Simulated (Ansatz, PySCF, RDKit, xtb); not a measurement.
**Which structure has the formula Si3H7O+?**

Only the formula Si3H7O+ is given (charge +1). Aim: find the structure of lowest free energy at 298.15 K, then its properties.

Plan: many cheap relaxations first (GFN2-xTB), then density-functional screening, relaxation at B3LYP-D3(BJ)/def2-SVP, vibrations and a final energy. The numbers are computed, not measured.

7 further runs of the same task are left out: 7 set aside as unsound or not needed.

## (1) Candidates

All bonding patterns within simple valence rules are listed by program: one Lewis structure each, at most two rings and one unusual centre or charged pair. O–O, O–halogen and N–halogen bonds and N–N–N chains are not drawn. That gives 33 candidates.

c007 [SiH3]O[SiH+][SiH3]; c013 [SiH][O+]([SiH3])[SiH3] (triplet); c083 [SiH3][OH+][Si][SiH3]; c095 [OH2+][Si@H]([SiH])[SiH3] (triplet); c117 [OH2+][SiH2][Si][SiH3]; c138 [OH2+]/[SiH]=[SiH]/[SiH3]; c178 [SiH2+][SiH2]O[SiH3]; c217 [OH2+][SiH2][SiH2][SiH] (triplet); c243 O[Si+]([SiH3])[SiH3]; c246 [SiH][SiH2][OH+][SiH3] (triplet); c253 [SiH3][OH+][Si][SiH3] (triplet); c260 O[Si@H]([SiH2+])[SiH3]; c301 [OH2+][Si](=[SiH2])[SiH3]; c338 [SiH3][Si@@H]1[OH+][SiH2]1; c371 O[SiH2][SiH+][SiH3]; c489 O[SiH2][SiH2][SiH2+]; c558 [OH2+][SiH2][SiH]=[SiH2]; c570 [OH2+][SiH2][Si][SiH3] (triplet); c575 [SiH2+]O[SiH2][SiH3]; c584 [SiH][SiH2][OH+][SiH3]; c626 [OH2+]/[SiH]=[SiH]\[SiH3]; c656 [OH2+][Si][SiH2][SiH3] (triplet); c669 [SiH][OH+][SiH2][SiH3]; c691 [SiH][O+]([SiH3])[SiH3]; c735 [OH2+][Si][SiH2][SiH3]; c741 [OH2+][SiH]1[SiH2][SiH2]1; c766 O[SiH+][SiH2][SiH3]; c771 [OH+]1[SiH2][SiH2][SiH2]1; c788 [OH2+][SiH2][SiH2][SiH]; c869 [SiH3][O+]1[SiH2][SiH2]1; c897 [SiH2]=[SiH][OH+][SiH3]; c932 [SiH][OH+][SiH2][SiH3] (triplet); c982 [OH2+][Si@H]([SiH])[SiH3].

Candidates are built by distance geometry, with a force field where one applies, in up to four conformers (letters a to d). 6 starts with atoms placed at random are added, to find patterns that the rules miss.

Q: Predict the outcome of this search (final energies at CCSD(T)/def2-SVP + MP2/def2-TZVPP - MP2/def2-SVP).

| quantity | value |
| --- | --- |
| lowest structure found | [SiH3]O[SiH+][SiH3], singlet, Cs |
| next finalist | [SiH3][O+]1[SiH2][SiH2]1, singlet, 2.7 kcal/mol higher in G |
| share at equilibrium, among the finalists | 98.9 % |
| harmonic wavenumbers, lowest and highest (B3LYP-D3(BJ)/def2-SVP) | 13 and 2311 cm⁻¹ |
| rotational constants, same geometry | 0.372, 0.03791, 0.0353 cm⁻¹ |
| HOMO energy (PBE0/def2-TZVPD) | -13.39 eV |
| LUMO energy (PBE0/def2-TZVPD) | -7.86 eV |
| HOMO–LUMO gap (PBE0/def2-TZVPD) | 5.52 eV |
| lowest excitation (TD-PBE0/def2-SVPD) | 4.11 eV (f = 0.004) |
| strongest of the states computed, same level | 5.03 eV (f = 0.096) |
| lowest triplet excitation, same level, Tamm-Dancoff | 3.53 eV |
| vertical ionisation energy | 15.23 eV |
| vertical recombination energy (electron added) | 6.12 eV |
| vertical triplet less singlet | +3.53 eV |

The lowest structure found is `[SiH3]O[SiH+][SiH3]`. The margin, 2.7 kcal/mol, is modest. HF/def2-SVP already puts its bonding pattern lowest among the structures in one piece; B3LYP-D3(BJ)/def2-SVP and MP2/def2-SVP favour the singlet [SiH2+][SiH2]O[SiH3]. Lowest found is not proven lowest: the search is finite, and each finalist counts with one conformer. Patterns outside the rules of the enumeration were met only by chance.
